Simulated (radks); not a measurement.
# Bi³⁻ held by a Watson sphere

Aim: the size and levels of Bi³⁻ inside a shell of charge +4.26 and radius R, which stands for the Madelung well of a crystal, for several R.

Program: radks (a radial shooting solver on a logarithmic mesh, Libxc functionals) version 1. Level of theory: scalar-relativistic Kohn-Sham, LB94 model potential, spin-polarised, spherical densities, finite nucleus. These are calculated values, not measurements, unless marked.

## Step 1: The atom as given

```
element            : bismuth (Z = 83)
charge             : -3
electrons          : 86
configuration      : [Rn]
nuclear rms radius : 5.5211 fm
```

The outer shells:

Bi³⁻
```
[Xe] core
4f [↑↓][↑↓][↑↓][↑↓][↑↓][↑↓][↑↓]
5d [↑↓][↑↓][↑↓][↑↓][↑↓]
6s [↑↓]
6p [↑↓][↑↓][↑↓]
```

LB94 adds a gradient term to the LDA potential that gives it a −1/r tail. It is a model potential with no energy functional, so Etot and Exc are not given.

## Step 2: R = 2.85 bohr

Settings of this run:

```text
Z 83
configuration [Rn]
relativity scalar-relativistic
functional lda,pw
model_potential LB94
spin polarised
nucleus finite rms 5.5211 fm
c 137.035999084
watson charge 4.26 radius 2.85 bohr
response adiabatic LDA kernel
```

## Step 3: R = 3.61 bohr

Settings, as their differences from step 2:

```diff
@@ -8,3 +8,3 @@
 c 137.035999084
-watson charge 4.26 radius 2.85 bohr
+watson charge 4.26 radius 3.61 bohr
 response adiabatic LDA kernel
```

## Step 4: R = 5.07 bohr

Settings, as their differences from step 3:

```diff
@@ -8,3 +8,3 @@
 c 137.035999084
-watson charge 4.26 radius 3.61 bohr
+watson charge 4.26 radius 5.07 bohr
 response adiabatic LDA kernel
```

## Step 5: R = 5.52 bohr

Settings, as their differences from step 4:

```diff
@@ -8,3 +8,3 @@
 c 137.035999084
-watson charge 4.26 radius 5.07 bohr
+watson charge 4.26 radius 5.52 bohr
 response adiabatic LDA kernel
```

## Step 6: R = 5.73 bohr

Settings, as their differences from step 5:

```diff
@@ -8,3 +8,3 @@
 c 137.035999084
-watson charge 4.26 radius 5.52 bohr
+watson charge 4.26 radius 5.73 bohr
 response adiabatic LDA kernel
```

## Step 7: R = 5.93 bohr

Settings, as their differences from step 6:

```diff
@@ -8,3 +8,3 @@
 c 137.035999084
-watson charge 4.26 radius 5.73 bohr
+watson charge 4.26 radius 5.93 bohr
 response adiabatic LDA kernel
```

## Step 8: R = 5.98 bohr

Settings, as their differences from step 7:

```diff
@@ -8,3 +8,3 @@
 c 137.035999084
-watson charge 4.26 radius 5.93 bohr
+watson charge 4.26 radius 5.98 bohr
 response adiabatic LDA kernel
```

## Step 9: R = 6.16 bohr

Settings, as their differences from step 8:

```diff
@@ -8,3 +8,3 @@
 c 137.035999084
-watson charge 4.26 radius 5.98 bohr
+watson charge 4.26 radius 6.16 bohr
 response adiabatic LDA kernel
```

## Step 10: R = 6.26 bohr

Settings, as their differences from step 9:

```diff
@@ -8,3 +8,3 @@
 c 137.035999084
-watson charge 4.26 radius 6.16 bohr
+watson charge 4.26 radius 6.26 bohr
 response adiabatic LDA kernel
```

Q: Predict the outcome of this session. Wanted: for each run, R; highest level; its <r>; sum of <r²>; α.

As calculated:

```
R (bohr)  highest level (eV)  its <r> (bohr)  sum of <r²> (bohr²)  α (bohr³)
    2.85             -19.910           2.792                95.64      42.29
    3.61             -16.699           3.096                108.7      70.41
    5.07             -12.145           3.583                133.6      167.2
    5.52             -11.106           3.709                141.2      211.9
    5.73             -10.666           3.765                144.8      235.8
    5.93             -10.271           3.816                148.2      260.6
    5.98             -10.176           3.829                149.0      267.2
    6.16              -9.844           3.874                152.1      291.9
    6.26              -9.667           3.898                153.8      306.5
```

What this shows: From R = 2.85 to 6.26 bohr the top level moves from -19.910 to -9.667 eV and its mean radius from 2.79 to 3.90 bohr. A wider sphere makes a shallower well, so the ion swells. The polarisability goes from 42.3 to 307 bohr³. Response by self-consistent Sternheimer equations with the Hartree and adiabatic LDA kernel, the relativistic mass of each level held fixed and spin-orbit coupling left out. The sphere does not respond.
